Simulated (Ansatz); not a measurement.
**C2H8BGaO: ionisation energy by level of theory**

An exercise on one series of results from a longer session: the logs are not shown, and one member is left open.

Computed with Ansatz 0.2.0, Gaussian basis. Level: unrestricted cation, the program's frozen cores in correlated methods.

Plan: UKS PBE-D4/def2-TZVPP; UKS r2SCAN-D4/def2-TZVPP; UKS PBE0-D4/def2-TZVPP; UKS B3LYP-D4/def2-TZVPP; UKS wB97X-V/def2-TZVPP; UKS wB97M-V/def2-TZVPP; UKS B2PLYP/def2-TZVPP; UHF-CCSD(T)/def2-TZVPP; UHF-MP2/def2-QZVPP; extrapolation to the limit; then −ε(HOMO) from the neutral's earlier runs with LDA (SPW92), PBE-D4, revPBE-D4, BLYP-D4, r2SCAN-D4, B97M-V, PBE0-D4, B3LYP-D4, r2SCANh-D4, r2SCAN0-D4, HSE06-D4, BHLYP-D4, CAM-B3LYP-D4, LC-ωPBE, ωB97X-V, ωB97M-V.

### Structure used throughout

The geometry comes from an earlier relaxation with PBE0-D4 in a triple-zeta def2 set; it is a stationary point, not always the lowest conformer.

SMILES `C[B]([GaH2])CO`, 13 atoms, charge 0, spin multiplicity 1.

Atoms are counted from 1 here; the program's logs count them from 0.

Bond lengths: C1–B2 1.553 Å, C1–H6 1.102 Å, C1–H7 1.095 Å, C1–H8 1.092 Å, B2–Ga3 2.096 Å, B2–C4 1.572 Å, Ga3–H9 1.583 Å, Ga3–H10 1.577 Å, C4–O5 1.447 Å, C4–H11 1.101 Å, C4–H12 1.098 Å, O5–H13 0.960 Å. Angles: B2–C1–H6 105.1°, B2–C1–H7 115.5°, B2–C1–H8 114.0°, H6–C1–H7 106.7°, H6–C1–H8 105.2°, H7–C1–H8 109.4°, C1–B2–Ga3 140.3°, C1–B2–C4 122.9°, Ga3–B2–C4 96.7°, B2–Ga3–H9 119.8°, B2–Ga3–H10 124.5°, H9–Ga3–H10 115.6°, B2–C4–O5 105.6°, B2–C4–H11 107.6°, B2–C4–H12 115.9°, O5–C4–H11 110.6°, O5–C4–H12 110.0°, H11–C4–H12 107.1° and more.

Set-up of the first run:

in.yaml

```yaml
crystal:
  periodic: [false, false, false]
  atoms:
    - {symbol: C, position_ang: [-1.591931, 1.241779, 0.046312]}
    - {symbol: B, position_ang: [-0.310618, 0.366307, 0.114925]}
    - {symbol: Ga, position_ang: [1.516773, 0.257916, 1.136749]}
    - {symbol: C, position_ang: [-0.086428, -0.893105, -0.798123]}
    - {symbol: O, position_ang: [1.295871, -1.273819, -0.604978]}
    - {symbol: H, position_ang: [-1.316759, 2.104374, -0.581069]}
    - {symbol: H, position_ang: [-2.458773, 0.772024, -0.428987]}
    - {symbol: H, position_ang: [-1.890530, 1.668808, 1.005821]}
    - {symbol: H, position_ang: [1.650973, -0.666803, 2.414813]}
    - {symbol: H, position_ang: [2.808618, 1.075399, 0.748026]}
    - {symbol: H, position_ang: [-0.761115, -1.686726, -0.441427]}
    - {symbol: H, position_ang: [-0.290866, -0.752285, -1.867379]}
    - {symbol: H, position_ang: [1.434775, -2.213859, -0.744693]}
basis:
  gaussian: {orbitals: def2-TZVPP}
total_charge: 1
magnetization: {spin_polarized: true, initial_magnetization: 1}
hamiltonian: {xc: pbe, dispersion: d4}
```

Launch:

```sh
$ ansatz run in.yaml --threads 2 --pin off --events-out ev --progress --plain --max-ram 22528MiB --backend cuda --devices 0, --max-vram 18GiB
```

Among the steps run: Cation, UKS PBE-D4/def2-TZVPP; Cation, UKS r2SCAN-D4/def2-TZVPP; Cation, UKS PBE0-D4/def2-TZVPP; Cation, UKS B3LYP-D4/def2-TZVPP; Cation, UKS wB97X-V/def2-TZVPP; Cation, UKS wB97M-V/def2-TZVPP; Cation, UKS B2PLYP (frozen core)/def2-TZVPP; Cation, UHF-CCSD(T)/def2-TZVPP; Cation, UHF-MP2/def2-QZVPP.

One of the session's tables, all rows but one given; the rest of the session is left out.

Orbital estimates, from the neutral's runs:

```
  functional  −ε(HOMO) (eV)
 LDA (SPW92)           5.47
      PBE-D4           5.37
   revPBE-D4           5.32
     BLYP-D4           5.26
   r2SCAN-D4           5.59
      B97M-V           5.65
     PBE0-D4           6.47
    B3LYP-D4           6.30
  r2SCANh-D4           5.99
  r2SCAN0-D4           6.61
    HSE06-D4           6.07
    BHLYP-D4              ?
CAM-B3LYP-D4           7.79
     LC-ωPBE           9.09
     ωB97X-V           8.76
     ωB97M-V           8.59
```

Estimate the missing values for BHLYP-D4.

Worked estimate for «−ε(HOMO) (eV)». Against the share of exact exchange, BLYP-D4 (0, 5.26), B3LYP-D4 (0.2, 6.30) give a slope of 5.20 per unit share; at 0.5 the line stands at 7.86.

As computed: −ε(HOMO) (eV): 7.51. In «−ε(HOMO) (eV)» the line misses by +0.35.
